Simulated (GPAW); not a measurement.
Runs of GPAW 26.7.0 on Ga. The structure is cubic, space group I-43d (No. 220). Conventional cell: a = 5.985 Å, b = 5.985 Å, c = 5.985 Å, α = 90.00°, β = 90.00°, γ = 90.00°. Ga (site symmetry -4) is surrounded by 8 Ga at 2.80 Å. This isn't the form of Ga at room conditions, which is orthorhombic.

```tsv
task	level	potentials or basis	cell	band path	band points	optimizer	fmax	max steps	gap on the mesh (eV)	pressure (GPa)	V0 of scaled cells (Å³/atom)	relaxed volume (Å³/atom)	B0 (GPa)
band structure	LDA	the program's PAW data sets (release 1.2.1) made for this functional, pw	as given	GHNGPH,PN	60	-	-	-	-	-2.1	-	-	-
equation of state	LDA	the program's PAW data sets (release 1.2.1) made for this functional, pw	as given	-	-	-	-	-	-	-	17.24	-	66
relaxation of cell and atoms	PBEsol+D4	PAW data sets generated in the run's folder for this functional, pw	relaxed	-	-	BFGS	0.02 eV/Å	60	none	0.0	-	17.14	-
relaxation of cell and atoms	PBEsol+D3	PAW data sets generated in the run's folder for this functional, pw	relaxed	-	-	BFGS	0.02 eV/Å	60	none	0.1	-	(a)	-
relaxation of cell and atoms	PBEsol+D3(BJ)+ATM	PAW data sets generated in the run's folder for this functional, pw	relaxed	-	-	BFGS	0.02 eV/Å	60	none	0.0	-	17.11	-
relaxation of cell and atoms	PBEsol+D3(BJ)	PAW data sets generated in the run's folder for this functional, pw	relaxed	-	-	BFGS	0.02 eV/Å	60	none	0.0	-	17.03	-
equation of state	PBEsol	PAW data sets generated in the run's folder for this functional, pw	as given	-	-	-	-	-	-	-	17.84	-	(b)
relaxation of cell and atoms	PBEsol	PAW data sets generated in the run's folder for this functional, pw	relaxed	-	-	BFGS	0.02 eV/Å	60	none	-0.1	-	17.86	-
```

Alike in all rows: no spin polarisation; k mesh 6 × 6 × 6; cutoff (eV) 600; smearing fermi-dirac 0.05 eV.

Task: Fill in the values left out.

Result: (a) 17.40; (b) 61.

Caveats: later steps reuse the first step's grids (some runs); pairwise dispersion overbinds metals, which lowers pressure and volume (some runs).

A k mesh can miss the band edges, and the runs leave out spin-orbit coupling on Ga.

A gap of «none» marks a metal or a gap under the smearing width.

Not every run made on this cell is shown here.
